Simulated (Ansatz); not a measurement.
What does this script print? It uses Ansatz 0.2.0, Python API.

The script reads `ch6gessi.yaml`:
```yaml
crystal:
  periodic: [false, false, false]
  atoms:
    - { symbol: S, position_ang: [-1.2834, 0.5798, -2.0863] }
    - { symbol: Ge, position_ang: [-0.9254, 0.2277, 0.0477] }
    - { symbol: C, position_ang: [0.4364, -1.1016, 0.181] }
    - { symbol: Si, position_ang: [1.4351, 0.4297, 0.6549] }
    - { symbol: H, position_ang: [-2.3309, 1.5559, -1.8032] }
    - { symbol: H, position_ang: [-2.0773, -0.1576, 0.998] }
    - { symbol: H, position_ang: [0.3444, -1.8045, 1.0429] }
    - { symbol: H, position_ang: [0.8177, -1.5104, -0.7888] }
    - { symbol: H, position_ang: [2.1522, 1.0688, -0.3679] }
    - { symbol: H, position_ang: [1.5142, 0.6611, 2.1246] }
basis:
  gaussian: { orbitals: def2-SVP, nuclear_model: point }
hamiltonian:
  xc: pbe
```

`deck.py`
```python
import ansatz as az


def main() -> None:
    session = az.Session.from_deck('ch6gessi.yaml')
    r = session.plan(threads=1).execute().report

    print(f'E = {r["free_energy_ev"]:.6f} eV = {r["free_energy_ev"] / 27.211386246:.7f} Ha')
    print('converged:', r['converged'], ' doubts:', r['published_state_doubts'] or 'none')
    symbols = ['S', 'Ge', 'C', 'Si', 'H', 'H', 'H', 'H', 'H', 'H']
    field = r['mean_field']
    print('<S^2> =', round(abs(field['state']['spin_squared']), 4), ' all-electron relativity setting:', field['relativity'])
    print('passes:', field['passes'])
    if 'symmetry' in field:
        print('occupied orbitals by irrep:', field['symmetry']['occupied'])


if __name__ == '__main__':
    main()
```

`python deck.py` gives:
```text
E = -76332.162955 eV = -2805.1552488 Ha
converged: True  doubts: none
<S^2> = 0.0  all-electron relativity setting: none
passes: {'evaluations': 17, 'products': 11}
occupied orbitals by irrep: [{'A': 37}, {'A': 37}]
```

What to keep in mind:
- The settings weren't tested for convergence.
- The geometry is a force-field or estimated start, not a minimum of this method, and the basis set is short of its limit.
- It ran for 3.5 s on 1 thread of Arm Neoverse V1, on a shared host, peak memory 0.2 GiB.
